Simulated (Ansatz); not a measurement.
# AlGa3P4: the cost of one run

Method: DFT PBE, scalar-relativistic, plane waves, PAW, unless a step names another level, in Ansatz 0.2.0.

1 further run of the same task is left out (set aside as unsound or not needed). Runs told in other sessions of the task aren't counted.

## (1) Starting point

Symmetry: I-42m, No. 121, tetragonal system. Conventional cell: a = 5.507 Å, b = 5.507 Å, c = 11.014 Å, α = 90.00°, β = 90.00°, γ = 90.00°. Around Al (site symmetry -42m) lie 4 P at 2.38 Å. Ga (site symmetry -42m) has 4 P at 2.39 Å in its first shell of neighbours. Ga (site symmetry -4) has 4 P at 2.39 Å in its first shell of neighbours. P (site symmetry m) has 1 Al at 2.38 Å and 3 Ga at 2.39 Å in its first shell of neighbours.

As a file:

```cif
data_structure
_symmetry_space_group_name_H-M 'P 1'
_symmetry_Int_Tables_number 1
_cell_length_a 6.7448
_cell_length_b 6.7448
_cell_length_c 6.7448
_cell_angle_alpha 131.809
_cell_angle_beta 131.809
_cell_angle_gamma 70.531
_cell_volume 167.03
loop_
_atom_site_label
_atom_site_type_symbol
_atom_site_fract_x
_atom_site_fract_y
_atom_site_fract_z
_atom_site_occupancy
Al1 Al 0.50000 0.50000 0.00000 1
Ga1 Ga 0.00000 0.00000 0.00000 1
Ga2 Ga 0.25000 0.75000 0.50000 1
Ga3 Ga 0.75000 0.25000 0.50000 1
P1 P 0.12565 0.12565 0.50078 1
P2 P 0.37513 0.87435 0.00000 1
P3 P 0.62487 0.62487 0.49922 1
P4 P 0.87435 0.37513 0.00000 1
```

It is the end of an earlier relaxation with the same method, from a generated guess; it is a trial structure. At a tolerance of 0.02 Å it has space group I-42m (No. 121); it has 20.88 Å³/atom, an uncorrected energy of -0.48 eV/atom over the elements and, on its mesh, gap 1.63 eV.

## (2) Strained cells: the elastic tensor

The input, input.yaml:

```yaml
crystal:
  lattice:
    - [-2.7536302, 2.7536302, 5.5070794]
    - [2.7536302, -2.7536302, 5.5070794]
    - [2.7536302, 2.7536302, -5.5070794]
  atoms:
    - { symbol: Al, position: [0.5, 0.5, 0.0] }
    - { symbol: Ga, position: [0.0, 0.0, 0.0] }
    - { symbol: Ga, position: [0.25, 0.75, 0.5] }
    - { symbol: Ga, position: [0.75, 0.25, 0.5] }
    - { symbol: P, position: [0.125649, 0.125649, 0.500781] }
    - { symbol: P, position: [0.375132, 0.874351, 0.0] }
    - { symbol: P, position: [0.624868, 0.624868, 0.499219] }
    - { symbol: P, position: [0.874351, 0.375132, 0.0] }
basis:
  ecutwfc: 420
kpoints:
  mp_grid: { grid: [8, 8, 8] }
hamiltonian:
  xc: pbe
scf:
  occupations: { method: fixed }
output:
  forces: true
  stress: true
  eigenvalues: true
  polarization: {}
elastic:
  mode: relaxed_ion
  stencil: two_point
```

Command:

```bash
$ ansatz run input.yaml --threads 4 --pin off --max-ram 8192MiB --backend cpu --events-out ev --progress --plain --runs-dir out
```

**Question.** How long does this run take on 4 threads of Arm Neoverse V1, shared host, and how much memory does it need?

About 17 min, with a peak of 1.5 GiB.
